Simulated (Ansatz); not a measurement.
**GeH5NTe: vertical and adiabatic energies of changing the electron count in Python**

Aim: vertical and adiabatic energies of changing the electron count, for GeH5NTe, run from a script.

Computed with Ansatz 0.2.0 through its Python package. Level of theory: CAM-B3LYP/def2-SVP.

**1. The system**

Bond lengths: N1–Ge2 1.815 Å, Ge2–Te3 2.546 Å, N1–H4 1.093 Å, N1–H5 1.048 Å, Ge2–H6 1.556 Å, Ge2–H7 1.572 Å, Te3–H8 1.674 Å. Angles: N1–Ge2–Te3 107.3°, N1–Ge2–H6 110.6°, N1–Ge2–H7 110.6°, Te3–Ge2–H6 110.3°, Te3–Ge2–H7 109.4°, H6–Ge2–H7 108.7°, Ge2–N1–H4 103.8°, Ge2–N1–H5 110.7°, H4–N1–H5 103.0°, Ge2–Te3–H8 90.9°.

The script holds or builds the structure itself.

**2. The script**

geh5nte_adiabatic.py reads:

```python
"""How GeH5NTe relaxes after losing an electron."""

import itertools

import ansatz as az
from ase.data import atomic_numbers, covalent_radii
import numpy as np

GEOMETRY = """
N    -1.06910    0.31360   -0.73530
Ge    0.44870    0.40100    0.25600
Te    1.31130   -1.97860    0.53450
H    -1.33290    1.36150   -0.89980
H    -0.86090   -0.03220   -1.70220
H     0.15710    1.03500    1.64710
H     1.53740    1.26820   -0.47370
H    -0.09950   -2.42570    1.31760
"""

molecule = az.Crystal.molecule()
for line in GEOMETRY.strip().splitlines():
    symbol, *xyz = line.split()
    molecule = molecule.atom(symbol, [float(v) for v in xyz])

calculation = molecule.calculation().basis(gaussian="def2-SVP").functional("CAM-B3LYP")
symbols = [site.symbol for site in molecule.cartesian_sites]
start = np.array([site.position_ang for site in molecule.cartesian_sites], dtype=float)
r = calculation.relax(force_tolerance=0.01).run(threads=1, backend="cpu").report
end = np.array(r["positions_ang"])

minimum = az.Crystal.molecule()
for symbol, place in zip(symbols, end):
    minimum = minimum.atom(symbol, place.tolist())
ion = minimum.calculation()
ion = ion.basis(gaussian="def2-SVP")
ion = ion.functional("CAM-B3LYP")
ion = ion.charge(1)
ion = ion.spin("collinear", total=1)
vertical = ion.run(threads=1, backend="cpu").report
settled = ion.relax(force_tolerance=0.01, max_steps=80).run(threads=1, backend="cpu").report
print(f"vertical ionisation energy   {vertical['free_energy_ev'] - r['free_energy_ev']:.3f} eV")
print(f"adiabatic, no zero point     {settled['free_energy_ev'] - r['free_energy_ev']:.3f} eV")
print(f"relaxation energy of the ion {vertical['free_energy_ev'] - settled['free_energy_ev']:.3f} eV")
ionised = np.array(settled["positions_ang"])
# pairs closer than 1.2 times the sum of covalent radii, before or after
radius = [covalent_radii[atomic_numbers[s]] for s in symbols]
span = lambda where, i, j: np.linalg.norm(where[i] - where[j])
bonded = [(i, j) for i, j in itertools.combinations(range(len(symbols)), 2) if min(span(end, i, j), span(ionised, i, j)) < 1.2 * (radius[i] + radius[j])]
print("pair        before    after (A)")
for i, j in bonded:
    print(f"{symbols[i]}{i}-{symbols[j]}{j}".ljust(10), f"{span(end, i, j):8.4f} {span(ionised, i, j):8.4f}")
```

**3. The calls as engine input**

The engine receives this input (first run):

```yaml
crystal:
  periodic: [false, false, false]
  atoms:
    - { symbol: "N", position_ang: [-1.0691, 0.3136, -0.7353] }
    - { symbol: Ge, position_ang: [0.4487, 0.401, 0.256] }
    - { symbol: Te, position_ang: [1.3113, -1.9786, 0.5345] }
    - { symbol: H, position_ang: [-1.3329, 1.3615, -0.8998] }
    - { symbol: H, position_ang: [-0.8609, -0.0322, -1.7022] }
    - { symbol: H, position_ang: [0.1571, 1.035, 1.6471] }
    - { symbol: H, position_ang: [1.5374, 1.2682, -0.4737] }
    - { symbol: H, position_ang: [-0.0995, -2.4257, 1.3176] }
basis:
  gaussian:
    orbitals: def2-SVP
hamiltonian:
  xc: cam_b3lyp
relax:
  f_tol: 0.01
```

**4. The run**

The run is started by

```bash
$ python geh5nte_adiabatic.py
```

**Question.** What results will this script give? Wanted: vertical ionisation energy; adiabatic ionisation energy, no zero point.

As calculated:

| quantity | value |
| --- | --- |
| vertical ionisation energy | 8.473 eV |
| adiabatic ionisation energy, no zero point | 8.027 eV |
| runs compared | 3 |

**Reading.** The ionisation energy is a difference of two total energies at the neutral geometry; letting the ion relax lowers it by 0.45 eV. In CPU time, run 3 cost about 13 times as much as run 2. Run 1: After 9 moves the largest shift is 0.224 Å. Run 3: The relaxation took 11 moves; the largest shift is 0.839 Å, of atom 4 (H). So large a move can change the bonding: the results belong to the relaxed structure. The energies are electronic: no zero-point or thermal terms, and the basis set is short of its limit. The product may relax into another structure. The relaxation finds the nearest minimum, so the adiabatic value is an upper bound. def2 sets replace the cores of elements past krypton by effective core potentials.
